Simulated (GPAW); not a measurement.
# Mg3GaO4 (Pm-3m) in GPAW: notebook

One crystal, Mg3GaO4, is run at these levels: r2SCAN, PBE, TB-mBJ; tasks: equation of state, band structure, single point.

All numbers are computed with GPAW 26.7.0; they aren't measurements. Logs are shortened: lines on timing, memory, paths and dates and some standing lists are left out, and cuts for length are marked. The log counts tension as positive stress, the text compression.

### Step 1. The structure

Symmetry: Pm-3m, No. 221, cubic system. Conventional cell: a = 4.363 Å, b = 4.363 Å, c = 4.363 Å, α = 90.00°, β = 90.00°, γ = 90.00°. Ga (site symmetry m-3m) has 6 O at 2.18 Å as nearest neighbours. Mg (site symmetry 4/mmm) is surrounded by 6 O at 2.18 Å. O (site symmetry 4/mmm) is surrounded by 2 Ga at 2.18 Å and 4 Mg at 2.18 Å. Around O (site symmetry m-3m) lie 6 Mg at 2.18 Å.

The cell comes from a database or a generator and needn't be the stable form of this composition.

### Step 2. Equation of state, r2SCAN

The input, run.py:

```python
from ase import Atoms
from ase.eos import EquationOfState
from ase.io import Trajectory
from ase.units import GPa
from gpaw import GPAW, PW

atoms = Atoms(['Ga', 'Mg', 'Mg', 'Mg', 'O', 'O', 'O', 'O'],
              cell=[[4.363491, 0.0, 0.0],
                    [0.0, 4.363491, 0.0],
                    [0.0, 0.0, 4.363491]],
              scaled_positions=[[0.0, 0.0, 0.0],
                                [0.5, 0.5, 0.0],
                                [0.5, 0.0, 0.5],
                                [0.0, 0.5, 0.5],
                                [0.0, 0.5, 0.0],
                                [0.0, 0.0, 0.5],
                                [0.5, 0.5, 0.5],
                                [0.5, 0.0, 0.0]],
              pbc=True)

traj = Trajectory('eos.traj', 'w')
volumes, energies = [], []
for x in [0.94, 0.96, 0.98, 1.0, 1.02, 1.04, 1.06]:
    a = atoms.copy()
    a.set_cell(atoms.cell * x**(1 / 3), scale_atoms=True)
    calc = GPAW(mode=PW(800),
                xc='MGGA_X_R2SCAN+MGGA_C_R2SCAN',
                kpts={'size': (5, 5, 5), 'gamma': True},
                occupations={'name': 'fermi-dirac', 'width': 0.05},
                nbands=48,
                convergence={'density': 1e-05, 'energy': 1e-05},
                maxiter=150,
                txt=f'eos-{x:.2f}.txt')
    a.calc = calc
    energies.append(a.get_potential_energy(force_consistent=True))
    volumes.append(a.get_volume())
    p = -a.get_stress()[:3].mean() / GPa
    calc.write(f'eos-{x:.2f}.gpw')
    traj.write(a)
    print(f'{x:.2f} {volumes[-1]:10.4f} A^3 {energies[-1]:14.6f} eV {p:9.3f} GPa', flush=True)

v0, e0, B = EquationOfState(volumes, energies, eos='birchmurnaghan').fit()
print(f'V0 = {v0:.4f} A^3, E0 = {e0:.6f} eV, B0 = {B / GPa:.2f} GPa')
```

Potentials or basis: GPAW PAW data sets (gpaw-data 1.2.1), pw.

Run with:

```sh
$ OMP_NUM_THREADS=1 python run.py
```

The log of the run:

```text
__  _  _
 | _ |_)|_||  |
 |__||  | ||/\| - 26.7.0

Input parameters:
  mode=PW(ecut=800.0),
  convergence={'density': 1e-05, 'energy': 1e-05},
  kpts=MonkhorstPack(size=(5, 5, 5), gamma=True),
  maxiter=150,
  nbands=48,
  occupations=Occupations(name='fermi-dirac', width=0.05),
  xc=XC(name='MGGA_X_R2SCAN+MGGA_C_R2SCAN')

Diagonalizing LCAO Hamiltonian
Converting LCAO to pw mode
    .----------.
   /|          |
  / |          |
 *  |          |
 |Mg|   O      |
 |  .----------.
 O /   Mg     /
 |/     Mg   /
 Ga----O----*

Atoms  # Å, Bohr magnetons
|   | symbol |        x |        y |        z |    initial magnetic moments |
|---|--------|----------|----------|----------|-----------------------------|
| 0 |     Ga | 0.000000 | 0.000000 | 0.000000 | ( 0.0000,  0.0000,  0.0000) |
| 1 |     Mg | 2.137208 | 2.137208 | 0.000000 | ( 0.0000,  0.0000,  0.0000) |
| 2 |     Mg | 2.137208 | 0.000000 | 2.137208 | ( 0.0000,  0.0000,  0.0000) |
| 3 |     Mg | 0.000000 | 2.137208 | 2.137208 | ( 0.0000,  0.0000,  0.0000) |
| 4 |      O | 0.000000 | 2.137208 | 0.000000 | ( 0.0000,  0.0000,  0.0000) |
| 5 |      O | 0.000000 | 0.000000 | 2.137208 | ( 0.0000,  0.0000,  0.0000) |
| 6 |      O | 2.137208 | 2.137208 | 2.137208 | ( 0.0000,  0.0000,  0.0000) |
| 7 |      O | 2.137208 | 0.000000 | 0.000000 | ( 0.0000,  0.0000,  0.0000) |

Unit cell  # Å
| periodic |        x |        y |        z |  lengths |    angles |
|----------|----------|----------|----------|----------|-----------|
|      yes | 4.274415 | 0.000000 | 0.000000 | 4.274415 | 90.000000 |
|      yes | 0.000000 | 4.274415 | 0.000000 | 4.274415 | 90.000000 |
|      yes | 0.000000 | 0.000000 | 4.274415 | 4.274415 | 90.000000 |

Number of symmetries: 48
Symmetry operations  # r_c * U_cc + t_c -> r_c
|    | kind |            matrix            |
|----|------|------------------------------|
|  0 |  E   |  1, 0, 0,  0, 1, 0,  0, 0, 1 |
|  1 |  σ   |  1, 0, 0,  0, 1, 0,  0, 0,-1 |
|  2 |  σ   |  1, 0, 0,  0, 0, 1,  0, 1, 0 |
|  3 |  C4  |  1, 0, 0,  0, 0, 1,  0,-1, 0 |
|  4 |  C4  |  1, 0, 0,  0, 0,-1,  0, 1, 0 |
|  5 |  σ   |  1, 0, 0,  0, 0,-1,  0,-1, 0 |
|  6 |  σ   |  1, 0, 0,  0,-1, 0,  0, 0, 1 |
|  7 |  C2  |  1, 0, 0,  0,-1, 0,  0, 0,-1 |
|  8 |  σ   |  0, 1, 0,  1, 0, 0,  0, 0, 1 |
|  9 |  C2  |  0, 1, 0,  1, 0, 0,  0, 0,-1 |
| 10 |  C3  |  0, 1, 0,  0, 0, 1,  1, 0, 0 |
| 11 |  S6  |  0, 1, 0,  0, 0, 1, -1, 0, 0 |
| 12 |  S6  |  0, 1, 0,  0, 0,-1,  1, 0, 0 |
| 13 |  C3  |  0, 1, 0,  0, 0,-1, -1, 0, 0 |
| 14 |  C4  |  0, 1, 0, -1, 0, 0,  0, 0, 1 |
| 15 |  S4  |  0, 1, 0, -1, 0, 0,  0, 0,-1 |
| 16 |  C3  |  0, 0, 1,  1, 0, 0,  0, 1, 0 |
| 17 |  S6  |  0, 0, 1,  1, 0, 0,  0,-1, 0 |
| 18 |  σ   |  0, 0, 1,  0, 1, 0,  1, 0, 0 |
| 19 |  C4  |  0, 0, 1,  0, 1, 0, -1, 0, 0 |
| 20 |  C2  |  0, 0, 1,  0,-1, 0,  1, 0, 0 |
| 21 |  S4  |  0, 0, 1,  0,-1, 0, -1, 0, 0 |
| 22 |  S6  |  0, 0, 1, -1, 0, 0,  0, 1, 0 |
| 23 |  C3  |  0, 0, 1, -1, 0, 0,  0,-1, 0 |
| 24 |  S6  |  0, 0,-1,  1, 0, 0,  0, 1, 0 |
| 25 |  C3  |  0, 0,-1,  1, 0, 0,  0,-1, 0 |
| 26 |  C4  |  0, 0,-1,  0, 1, 0,  1, 0, 0 |
| 27 |  σ   |  0, 0,-1,  0, 1, 0, -1, 0, 0 |
| 28 |  S4  |  0, 0,-1,  0,-1, 0,  1, 0, 0 |
| 29 |  C2  |  0, 0,-1,  0,-1, 0, -1, 0, 0 |
| 30 |  C3  |  0, 0,-1, -1, 0, 0,  0, 1, 0 |
| 31 |  S6  |  0, 0,-1, -1, 0, 0,  0,-1, 0 |
| 32 |  C4  |  0,-1, 0,  1, 0, 0,  0, 0, 1 |
| 33 |  S4  |  0,-1, 0,  1, 0, 0,  0, 0,-1 |
[... 87 lines left out ...]
    valence: 10
    core:    2
    charge:  0.0  # [|e|]
    compensation charges:
      type: gauss
      rc: 0.33  # [Å]
      lmax: 2
    cutoffs:
      filter: 1.86  # [Å]
      core: 0.54  # [Å]
    projectors
    | kind |    occ | energy [eV] | rcut [Å] |
    |------|--------|-------------|----------|
    |   2s |  2.000 |     -79.840 |    1.090 |
    |   3s |  2.000 |      -4.705 |    1.090 |
    |   2p |  6.000 |     -46.613 |    1.085 |
    |   3p |  0.000 |      -1.330 |    1.085 |
    |    d |        |       0.000 |    1.037 |

    Using partial waves for Mg as LCAO basis

  O:
    name:    Oxygen
    Z:       8.0
    valence: 6
    core:    2
    charge:  0.0  # [|e|]
    compensation charges:
      type: gauss
      rc: 0.21  # [Å]
      lmax: 2
    cutoffs:
      filter: 1.17  # [Å]
      core: 0.83  # [Å]
    projectors
    | kind |    occ | energy [eV] | rcut [Å] |
    |------|--------|-------------|----------|
    |   2s |  2.000 |     -23.961 |    0.688 |
    |   2p |  4.000 |      -9.029 |    0.598 |
    |    s |        |       3.251 |    0.688 |
    |    p |        |      18.182 |    0.598 |
    |    d |        |       0.000 |    0.619 |

    Using partial waves for O as LCAO basis

Reference energy: -77397.015400  # eV

eigensolver:
  PPCG
  Converge bands: occupied
  niter=2

density mixing:
  MSR1-Mixer
  Pratt-step length: 0.05
  Maximum mixing coefficient: 0.75
  Old densities: 10
  SVD Regularization: 0.005
  Good broyden scale: 1.0
  Trust region scale: 1.0
  Backstep threshold: 4.0
  History deletion threshold: 6.0
  Fourier metric: weight=20.0, sigma=0.015

occupation numbers:
  Fermi-Dirac:
    width: 0.0500  # eV

poisson solver:
  ecut: 6400.0  # eV

xc functional:
  name: MGGA_X_R2SCAN+MGGA_C_R2SCAN with 2 nearest neighbor stencil

convergence criteria:
- Maximum integral of absolute [dens]ity change: 1e-05 electrons / valence electron
- Maximum [total energy] change in last 3 cyles: 1e-05 eV / valence electron
- Maximum integral of absolute [eigenst]ate change: 4e-08 eV^2 / valence electron
maximum number of iterations: 150

SCF iterations
|iter     | |      energy | eigst |  dens |
|---------|-|-------------|-------|-------|
|iter:   1| |  -86.664962 | +0.55 |       |
|iter:   2| |  -69.839396 | -1.21 | -0.93 |
|iter:   3| |  -66.674370 | -0.88 | -0.98 |
|iter:   4| |  -66.849670 | -2.52 | -1.50 |
|iter:   5| |  -66.882674 | -2.59 | -1.77 |
|iter:   6| |  -66.882298 | -4.14 | -2.83 |
|iter:   7| |  -66.882308c| -5.21 | -3.13 |
|iter:   8| |  -66.882351c| -5.75 | -3.48 |
|iter:   9| |  -66.882351c| -7.31 | -4.36 |
|iter:  10| |  -66.882351c| -7.66c| -5.20c|

Converged in 10 steps
Energy contributions relative to reference atoms: (reference = -77397.015400)

Energy contributions:
  Kinetic:          81.719806
  Coulomb:         -69.340963
  Zero:              0.567747
  External:          0.000000
  Xc:              -79.823089
  Entropy:          -0.011705
  Spinorbit:         0.000000
  ----------------------------
  Free energy:     -66.888204
  Extrapolated:    -66.882351

dipole moment: (-41.058723, -41.058723, -41.058723)  # |e|*Ang

Fermi level: 10.034
Eigenvalues  # (at kpt = [0.000, 0.000, 0.000])
| band index |      eig [eV] | occ [0-2] |
|------------|---------------|-----------|
|          0 |       -70.700 |     2.000 |
|        ... |               |           |
|         21 |         2.840 |     2.000 |
|         22 |         3.133 |     2.000 |
|         23 |         3.133 |     2.000 |
|         24 |         3.133 |     2.000 |
|         25 |         4.415 |     2.000 |
|         26 |         4.415 |     2.000 |
[... 8 lines left out ...]
|         35 |        17.452 |     0.000 |
|         36 |        17.452 |     0.000 |
|        ... |               |           |
|         47 |        24.903 |     0.000 |

No gap
No difference between direct/indirect transitions

Stress tensor  # eV/Ang^3
|         x |         y |         z |
|-----------|-----------|-----------|
| -0.032068 | -0.000000 |  0.000000 |
| -0.000000 | -0.032068 |  0.000000 |
|  0.000000 |  0.000000 | -0.032068 |

# Writing to eos-0.94.gpw (mode='')
```

stdout:

```text
0.94    78.0962 A^3     -66.888204 eV     5.138 GPa
0.96    79.7579 A^3     -66.926128 eV     1.402 GPa
0.98    81.4195 A^3     -66.924537 eV    -1.962 GPa
1.00    83.0811 A^3     -66.889839 eV    -4.978 GPa
1.02    84.7427 A^3     -66.825201 eV    -7.689 GPa
1.04    86.4043 A^3     -66.734072 eV   -10.122 GPa
1.06    88.0660 A^3     -66.619190 eV   -12.301 GPa
V0 = 80.5365 A^3, E0 = -66.929797 eV, B0 = 168.99 GPa
```

eos-0.96.txt:

```text
SCF iterations
|iter     | |      energy | eigst |  dens |
|---------|-|-------------|-------|-------|
|iter:   1| |  -86.737920 | +0.55 |       |
|iter:   2| |  -69.850289 | -1.23 | -0.93 |
|iter:   3| |  -66.711524 | -0.89 | -0.97 |
|iter:   4| |  -66.887068 | -2.51 | -1.50 |
|iter:   5| |  -66.920471 | -2.56 | -1.76 |
[... 43 lines left out ...]
|         35 |        17.032 |     0.000 |
|         36 |        17.032 |     0.000 |
|        ... |               |           |
|         47 |        24.523 |     0.000 |

No gap
No difference between direct/indirect transitions

Stress tensor  # eV/Ang^3
|         x |         y |         z |
|-----------|-----------|-----------|
| -0.008749 | -0.000000 |  0.000000 |
| -0.000000 | -0.008749 |  0.000000 |
|  0.000000 |  0.000000 | -0.008749 |

# Writing to eos-0.96.gpw (mode='')
```

Wall time 11 min (1 thread of Arm Neoverse V2, shared host); peak memory 0.88 GiB.

What came out:

```
Equilibrium volume : 10.07 Å³/atom (rough: see the caveat)
Bulk modulus       : 169 GPa (rough)
```

Energy against volume, from the lowest point:
```tsv
volume (Å³/atom)	energy (meV/atom)
9.762	4.74
9.970	0.00
10.177	0.20
10.385	4.54
10.593	12.62
10.801	24.01
11.008	38.37
```

Caveat: the data sets keep Ga 3d, Li 1s and Be 1s frozen, and some such compounds lay over 1.5 % in volume off other programs; the points scatter about the fit; the PAW data sets were made with another functional, which shifts forces and pressure a little.

### Step 3. Band structure, PBE

The input, run.py:

```python
from ase import Atoms
from ase.dft.bandgap import bandgap
from ase.io import write
from ase.units import GPa
from gpaw import GPAW, PW

atoms = Atoms(['Ga', 'Mg', 'Mg', 'Mg', 'O', 'O', 'O', 'O'],
              cell=[[4.363491, 0.0, 0.0],
                    [0.0, 4.363491, 0.0],
                    [0.0, 0.0, 4.363491]],
              scaled_positions=[[0.0, 0.0, 0.0],
                                [0.5, 0.5, 0.0],
                                [0.5, 0.0, 0.5],
                                [0.0, 0.5, 0.5],
                                [0.0, 0.5, 0.0],
                                [0.0, 0.0, 0.5],
                                [0.5, 0.5, 0.5],
                                [0.5, 0.0, 0.0]],
              pbc=True)

calc = GPAW(mode=PW(800),
            xc='PBE',
            kpts={'size': (5, 5, 5), 'gamma': True},
            occupations={'name': 'fermi-dirac', 'width': 0.05},
            nbands=48,
            convergence={'density': 1e-05, 'energy': 1e-05},
            maxiter=150,
            txt='gpaw.txt')
atoms.calc = calc
energy = atoms.get_potential_energy()
forces = atoms.get_forces()
stress = atoms.get_stress()
calc.write('gs.gpw')
write('result.traj', atoms)
print(f'Energy: {energy:.6f} eV')
print('Forces (eV/A):')
print(forces.round(4))
print('Stress (GPa):', (stress / GPa).round(3))
print('Fermi level:', round(calc.get_fermi_level(), 4), 'eV')
print(f'Gap: {bandgap(calc)[0]:.4f} eV, direct: {bandgap(calc, direct=True)[0]:.4f} eV')

path = atoms.cell.bandpath('GXMGRX,MR', npoints=60, eps=1e-4)
bs_calc = calc.fixed_density(kpts=path, symmetry='off', nbands=69,
                             convergence={'bands': 'CBM+6.0', 'eigenstates': 1e-6}, txt='bands.txt')
bs = bs_calc.band_structure()
bs.write('bs.json')
print(f'Gap on the path: {bandgap(bs_calc)[0]:.4f} eV')
```

Potentials or basis: GPAW PAW data sets (gpaw-data 1.2.1), pw.

Run with:

```sh
$ OMP_NUM_THREADS=1 python run.py
```

gpaw.txt:

```text
__  _  _
 | _ |_)|_||  |
 |__||  | ||/\| - 26.7.0

Input parameters:
  mode=PW(ecut=800.0),
  convergence={'density': 1e-05, 'energy': 1e-05},
  kpts=MonkhorstPack(size=(5, 5, 5), gamma=True),
  maxiter=150,
  nbands=48,
  occupations=Occupations(name='fermi-dirac', width=0.05),
  xc=XC(name='PBE')

Diagonalizing LCAO Hamiltonian
Converting LCAO to pw mode
    .----------.
   /|          |
  / |          |
 *  |          |
 |Mg|   O      |
 |  .----------.
 O /  Mg      /
 |/     Mg   /
 Ga---O-----*

Atoms  # Å, Bohr magnetons
|   | symbol |        x |        y |        z |    initial magnetic moments |
|---|--------|----------|----------|----------|-----------------------------|
| 0 |     Ga | 0.000000 | 0.000000 | 0.000000 | ( 0.0000,  0.0000,  0.0000) |
| 1 |     Mg | 2.181745 | 2.181745 | 0.000000 | ( 0.0000,  0.0000,  0.0000) |
| 2 |     Mg | 2.181745 | 0.000000 | 2.181745 | ( 0.0000,  0.0000,  0.0000) |
| 3 |     Mg | 0.000000 | 2.181745 | 2.181745 | ( 0.0000,  0.0000,  0.0000) |
| 4 |      O | 0.000000 | 2.181745 | 0.000000 | ( 0.0000,  0.0000,  0.0000) |
| 5 |      O | 0.000000 | 0.000000 | 2.181745 | ( 0.0000,  0.0000,  0.0000) |
| 6 |      O | 2.181745 | 2.181745 | 2.181745 | ( 0.0000,  0.0000,  0.0000) |
| 7 |      O | 2.181745 | 0.000000 | 0.000000 | ( 0.0000,  0.0000,  0.0000) |

Unit cell  # Å
| periodic |        x |        y |        z |  lengths |    angles |
|----------|----------|----------|----------|----------|-----------|
|      yes | 4.363491 | 0.000000 | 0.000000 | 4.363491 | 90.000000 |
|      yes | 0.000000 | 4.363491 | 0.000000 | 4.363491 | 90.000000 |
|      yes | 0.000000 | 0.000000 | 4.363491 | 4.363491 | 90.000000 |

Number of symmetries: 48
Symmetry operations  # r_c * U_cc + t_c -> r_c
|    | kind |            matrix            |
|----|------|------------------------------|
|  0 |  E   |  1, 0, 0,  0, 1, 0,  0, 0, 1 |
|  1 |  σ   |  1, 0, 0,  0, 1, 0,  0, 0,-1 |
|  2 |  σ   |  1, 0, 0,  0, 0, 1,  0, 1, 0 |
|  3 |  C4  |  1, 0, 0,  0, 0, 1,  0,-1, 0 |
|  4 |  C4  |  1, 0, 0,  0, 0,-1,  0, 1, 0 |
|  5 |  σ   |  1, 0, 0,  0, 0,-1,  0,-1, 0 |
|  6 |  σ   |  1, 0, 0,  0,-1, 0,  0, 0, 1 |
|  7 |  C2  |  1, 0, 0,  0,-1, 0,  0, 0,-1 |
|  8 |  σ   |  0, 1, 0,  1, 0, 0,  0, 0, 1 |
|  9 |  C2  |  0, 1, 0,  1, 0, 0,  0, 0,-1 |
| 10 |  C3  |  0, 1, 0,  0, 0, 1,  1, 0, 0 |
| 11 |  S6  |  0, 1, 0,  0, 0, 1, -1, 0, 0 |
| 12 |  S6  |  0, 1, 0,  0, 0,-1,  1, 0, 0 |
| 13 |  C3  |  0, 1, 0,  0, 0,-1, -1, 0, 0 |
| 14 |  C4  |  0, 1, 0, -1, 0, 0,  0, 0, 1 |
| 15 |  S4  |  0, 1, 0, -1, 0, 0,  0, 0,-1 |
| 16 |  C3  |  0, 0, 1,  1, 0, 0,  0, 1, 0 |
| 17 |  S6  |  0, 0, 1,  1, 0, 0,  0,-1, 0 |
| 18 |  σ   |  0, 0, 1,  0, 1, 0,  1, 0, 0 |
| 19 |  C4  |  0, 0, 1,  0, 1, 0, -1, 0, 0 |
| 20 |  C2  |  0, 0, 1,  0,-1, 0,  1, 0, 0 |
[... 142 lines left out ...]

    Using partial waves for O as LCAO basis

Reference energy: -77397.015400  # eV

eigensolver:
  PPCG
  Converge bands: occupied
  niter=2

density mixing:
  MSR1-Mixer
  Pratt-step length: 0.05
  Maximum mixing coefficient: 0.75
  Old densities: 10
  SVD Regularization: 0.005
  Good broyden scale: 1.0
  Trust region scale: 1.0
  Backstep threshold: 4.0
  History deletion threshold: 6.0
  Fourier metric: weight=20.0, sigma=0.015

occupation numbers:
  Fermi-Dirac:
    width: 0.0500  # eV

poisson solver:
  ecut: 6400.0  # eV

xc functional:
  name: PBE with 2 nearest neighbor stencil

convergence criteria:
- Maximum integral of absolute [dens]ity change: 1e-05 electrons / valence electron
- Maximum [total energy] change in last 3 cyles: 1e-05 eV / valence electron
- Maximum integral of absolute [eigenst]ate change: 4e-08 eV^2 / valence electron
maximum number of iterations: 150

SCF iterations
|iter     | |      energy | eigst |  dens |
|---------|-|-------------|-------|-------|
|iter:   1| |  -51.435785 | +0.45 |       |
|iter:   2| |  -49.984772 | -1.25 | -0.93 |
|iter:   3| |  -46.282792 | -1.11 | -0.99 |
|iter:   4| |  -46.263406 | -2.42 | -1.51 |
|iter:   5| |  -46.283635 | -2.51 | -1.77 |
|iter:   6| |  -46.283294 | -4.38 | -2.66 |
|iter:   7| |  -46.283436c| -5.64 | -3.06 |
|iter:   8| |  -46.283488c| -6.08 | -3.39 |
|iter:   9| |  -46.283488c| -7.62c| -4.37 |
|iter:  10| |  -46.283488c| -7.61c| -5.04c|

Converged in 10 steps
Energy contributions relative to reference atoms: (reference = -77397.015400)

Energy contributions:
  Kinetic:          49.945640
  Coulomb:         -44.686080
  Zero:              0.843808
  External:          0.000000
  Xc:              -52.380678
  Entropy:          -0.012357
  Spinorbit:         0.000000
  ----------------------------
  Free energy:     -46.289667
  Extrapolated:    -46.283488

dipole moment: (-41.960516, -41.960516, -41.960516)  # |e|*Ang

Fermi level: 8.791
Eigenvalues  # (at kpt = [0.000, 0.000, 0.000])
| band index |      eig [eV] | occ [0-2] |
|------------|---------------|-----------|
|          0 |       -68.412 |     2.000 |
|        ... |               |           |
|         21 |         2.819 |     2.000 |
|         22 |         3.087 |     2.000 |
|         23 |         3.087 |     2.000 |
|         24 |         3.087 |     2.000 |
|         25 |         4.271 |     2.000 |
|         26 |         4.271 |     2.000 |
[... 8 lines left out ...]
|         35 |        15.634 |     0.000 |
|         36 |        15.634 |     0.000 |
|        ... |               |           |
|         47 |        23.860 |     0.000 |

No gap
No difference between direct/indirect transitions

Forces  # eV/Ang
|        x |        y |        z |
|----------|----------|----------|
| -0.00000 | -0.00000 | -0.00000 |  # Ga   0
| -0.00000 | -0.00000 |  0.00000 |  # Mg   1
| -0.00000 |  0.00000 | -0.00000 |  # Mg   2
|  0.00000 | -0.00000 | -0.00000 |  # Mg   3
|  0.00000 |  0.00000 |  0.00000 |  # O    4
|  0.00000 |  0.00000 |  0.00000 |  # O    5
|  0.00000 |  0.00000 |  0.00000 |  # O    6
|  0.00000 | -0.00000 |  0.00000 |  # O    7

Stress tensor  # eV/Ang^3
|         x |         y |        z |
|-----------|-----------|----------|
|  0.000828 | -0.000000 | 0.000000 |
| -0.000000 |  0.000828 | 0.000000 |
|  0.000000 |  0.000000 | 0.000828 |

# Writing to gs.gpw (mode='')
```

stdout:

```text
Energy: -46.283488 eV
Forces (eV/A):
[[-0. -0. -0.]
 [-0. -0.  0.]
 [-0.  0. -0.]
 [ 0. -0. -0.]
 [ 0.  0.  0.]
 [ 0.  0.  0.]
 [ 0.  0.  0.]
 [ 0. -0.  0.]]
Stress (GPa): [ 0.133  0.133  0.133  0.     0.    -0.   ]
Fermi level: 8.7911 eV
Gap: 0.0000 eV, direct: 0.0000 eV
Gap on the path: 0.0000 eV
```

It took 3.5 min on 1 thread of Arm Neoverse V2, shared host; peak memory 0.65 GiB.

What came out:

| Property | Result |
| --- | --- |
| Free energy | -46.2897 eV |
| Pressure | -0.1 GPa |
| Band gap along the path | none (metal or under the smearing width) |

Levels at the corners of the path, in eV from the Fermi level:
```csv
point,band 25,band 26,band 27,band 28,band 29,band 30,band 31,band 32
Γ,-5.70,-4.52,-4.52,-4.52,-3.67,1.03,4.52,4.52
X,-5.37,-5.37,-5.05,-5.05,-0.22,2.43,4.49,5.74
M,-5.04,-4.99,-4.99,-4.79,1.64,2.96,2.96,4.16
Γ,-5.70,-4.52,-4.52,-4.52,-3.67,1.03,4.52,4.52
R,-4.92,-4.92,-4.78,-4.78,1.62,1.62,1.62,2.86
X,-5.37,-5.37,-5.05,-5.05,-0.22,2.43,4.49,5.74
M,-5.04,-4.99,-4.99,-4.79,1.64,2.96,2.96,4.16
R,-4.92,-4.92,-4.78,-4.78,1.62,1.62,1.62,2.86
```

Caveat: the data sets keep Ga 3d, Li 1s and Be 1s frozen, and some such compounds lay over 1.5 % in volume off other programs; an odd number of electrons without spin polarisation forces a metal; a magnetic or distorted state may lie lower.

(Continued in part 2 of 2.)
